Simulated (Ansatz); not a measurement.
Runs of Ansatz 0.2.0 on CuI2. All rows change the cell; the cell of one of them follows. The structure is cubic, space group Fm-3m (No. 225). Conventional cell: a = 7.023 Å, b = 7.023 Å, c = 7.023 Å, α = 90.00°, β = 90.00°, γ = 90.00°. Around Cu (site symmetry m-3m) lie 8 I at 3.04 Å. I (site symmetry -43m) has 4 Cu at 3.04 Å as nearest neighbours. The cell comes from a database or a generator and needn't be the stable form of this composition.

| level | spin | U | cutoff (eV) | hubbard projectors | double counting | gap on the mesh (eV) | pressure (GPa) | moment (μB) |
| --- | --- | --- | --- | --- | --- | --- | --- | --- |
| r2SCAN+U | collinear, antiferromagnetic start | Cu d U = 7 eV | 500 | ortho-atomic (the default) | fll (the default) | none | 2.8 | 0.00 |
| LDA+U | collinear, antiferromagnetic start | Cu d U = 3 eV | 420 | ortho-atomic (the default) | fll (the default) | none | -1.8 | 0.00 |
| LDA | collinear, antiferromagnetic start | - | 420 | - | - | none | (a) | 0.00 |
| LDA+U | collinear, ferrimagnetic start | Cu d U = 3 eV | 420 | ortho-atomic (the default) | fll (the default) | none | -1.8 | 0.00 |

Alike in all rows: task single point; potentials or basis Ansatz PAW; cell another cell of the same crystal, with 6 atoms; k mesh 5 × 5 × 5; smearing gaussian 0.05 eV.

Q: Estimate the missing entries.

A: (a) -2.0.

Caveats: the PAW data sets come from PBE, with cores solved anew for the run's functional, which leaves a small shift of forces and pressure; the starting moments weren't kept; the magnetic or orbital state may not be the lowest (some runs); semilocal functionals often make such compounds metallic where correlation or magnetic order opens a gap, which also shifts bond lengths (some runs).

A k mesh can miss the band edges, and the runs leave out spin-orbit coupling on I.

A gap of «none» marks a metal or a gap under the smearing width.
